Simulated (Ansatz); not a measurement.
# H8N4Si: molecular dynamics

Aim: follow the molecule's vibrations and see whether its bonds hold. The start is relaxed first. Runs: 300 steps of 0.5 fs at constant energy, with velocities drawn for 300 K. SMILES of the start: N[Si](N)(N)N.

Method: RKS PBE0-D4/6-31G, in Ansatz 0.2.0.

### Step 1. The structure to begin with

Bond lengths: Si1–N2 1.820 Å, N2–H3 1.060 Å, N2–H4 1.060 Å, Si1–N5 1.820 Å, N5–H6 1.060 Å, N5–H7 1.060 Å, Si1–N8 1.819 Å, N8–H9 1.060 Å, N8–H10 1.060 Å, Si1–N11 1.819 Å, N11–H12 1.060 Å, N11–H13 1.060 Å. Angles (14 of 18 angles, heavy atoms first): N2–Si1–N5 109.5°, N2–Si1–N8 109.5°, N2–Si1–N11 109.5°, N5–Si1–N8 109.5°, N5–Si1–N11 109.5°, N8–Si1–N11 109.5°, Si1–N2–H3 120.0°, Si1–N2–H4 120.0°, Si1–N5–H6 120.0°, Si1–N5–H7 120.0°, Si1–N8–H9 120.0°, Si1–N8–H10 120.0°, Si1–N11–H12 120.0°, Si1–N11–H13 120.0°.

Structure file:

```xyz
13

Si    0.0000    0.0000    0.0000
N     0.0000    0.0000    1.8200
H    -0.8770   -0.2713    2.3500
H     0.8770    0.2713    2.3500
N     1.7163    0.0000   -0.6061
H     2.2145   -0.9180   -0.7868
H     2.2175    0.9180   -0.7783
N    -0.8572    1.4851   -0.6061
H    -1.8773    1.4300   -0.8888
H    -0.3367    2.4058   -0.6766
N    -0.8572   -1.4851   -0.6061
H    -1.3922   -2.1014    0.0704
H    -0.8219   -1.7344   -1.6357
```

### Step 2. Preparing the start

The input, input.yaml:

```yaml
crystal:
  periodic: [false, false, false]
  atoms:
    - { symbol: Si, position_ang: [0.0, 0.0, 0.0] }
    - { symbol: "N", position_ang: [0.0, 0.0, 1.82] }
    - { symbol: H, position_ang: [-0.877, -0.2713, 2.35] }
    - { symbol: H, position_ang: [0.877, 0.2713, 2.35] }
    - { symbol: "N", position_ang: [1.7163, 0.0, -0.6061] }
    - { symbol: H, position_ang: [2.2145, -0.918, -0.7868] }
    - { symbol: H, position_ang: [2.2175, 0.918, -0.7783] }
    - { symbol: "N", position_ang: [-0.8572, 1.4851, -0.6061] }
    - { symbol: H, position_ang: [-1.8773, 1.43, -0.8888] }
    - { symbol: H, position_ang: [-0.3367, 2.4058, -0.6766] }
    - { symbol: "N", position_ang: [-0.8572, -1.4851, -0.6061] }
    - { symbol: H, position_ang: [-1.3922, -2.1014, 0.0704] }
    - { symbol: H, position_ang: [-0.8219, -1.7344, -1.6357] }
basis:
  gaussian: { orbitals: "6-31G" }
hamiltonian:
  xc: pbe0
  dispersion: d4
relax:
  f_tol: 0.02
  max_steps: 40
output:
  orbitals: {}
```

The run is started by

```sh
$ ansatz run input.yaml --threads 1 --pin off --max-ram 2048MiB --backend cpu --events-out ev --progress --plain --runs-dir out
```

After this run come: Dynamics.

Before running it: what results should come out? Wanted: relaxation of the start; temperature, first and last step; temperature, second half; potential energy, second half; largest change of the total energy; bonds formed or broken.

As calculated:

```
                          quantity                         value
           relaxation of the start       9 moves, 1.141 eV lower
                            length           300 steps of 0.5 fs
  temperature, first and last step                 300 and 110 K
          temperature, second half  mean 140 K, from 79 to 200 K
     potential energy, second half   +18 meV/atom from the start
largest change of the total energy                 0.09 meV/atom
            bonds formed or broken                             0
```

The temperature starts at 300 K and averages 140 K in the second half, where it ranges from 79 to 200 K. About half is expected from a start at a minimum: kinetic energy passes into potential energy until both shares match. The total energy strays from its start by at most 0.09 meV/atom, 0.5 % of the mean kinetic energy, which is good for a step of 0.5 fs. The bonding pattern survives the run. 150 fs on 13 atoms is far too short and small for converged averages. The nuclei move classically, without zero-point motion, which matters most for hydrogen. The basis is very small, so the numbers are rough.
